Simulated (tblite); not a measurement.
# C4H9O3S: the cost of one run

Computed with tblite 0.8.0 (tight binding) and PySCF 2.14.0 (DFT, with response routines of our own); each step states its level. Atoms count from 0 throughout.

### Step 1. The starting structure

17 atoms, charge 1, multiplicity 1; geometry from: force field or distance geometry start.

Bonds of the start (Å): C0–H10 1.09, C0–H8 1.09, C0–H9 1.11, C0–S1 1.74, C2–H11 1.09, C2–H12 1.09, C2–H13 1.09, C4–H14 1.08, C4–H15 1.09, C4–O5 1.43, C6–H16 1.10, C6–O7 1.22, O5–C6 1.36, S1–C2 1.75, S1–C4 1.77, S1–O3 1.64.

### Step 2. GFN2-xTB relaxation, start minimum

Job settings and geometry (Å):

```
{"job": {"xc": "GFN2-xTB", "basis": "xTB", "kind": "relax"}, "charge": 1, "multiplicity": 1}
C     -1.211500     1.599600    -0.016100
S     -0.758700    -0.046200     0.340300
C     -1.944800    -1.269900    -0.054200
O     -0.758000    -0.070000     1.981200
C      0.904200    -0.479500    -0.065200
O      1.833000     0.567300     0.206300
C      3.116900     0.241200    -0.093000
O      3.499600    -0.798500    -0.597300
H     -0.510800     2.279000     0.468300
H     -2.233800     1.771300     0.367000
H     -1.196900     1.733900    -1.099600
H     -2.038800    -1.321700    -1.142800
H     -1.634000    -2.226000     0.354500
H     -2.906200    -0.975800     0.377100
H      1.152900    -1.369500     0.500200
H      0.899000    -0.696300    -1.133300
H      3.780900     1.073300     0.196400
```

Run with:

```sh
OMP_NUM_THREADS=1 python ens_run.py task.json out
```

One launch serves the whole session.

**Question.** How long does this first job take on 1 thread of Intel Xeon Platinum 8259CL at 2.50GHz, shared host?

About 2.5 s.
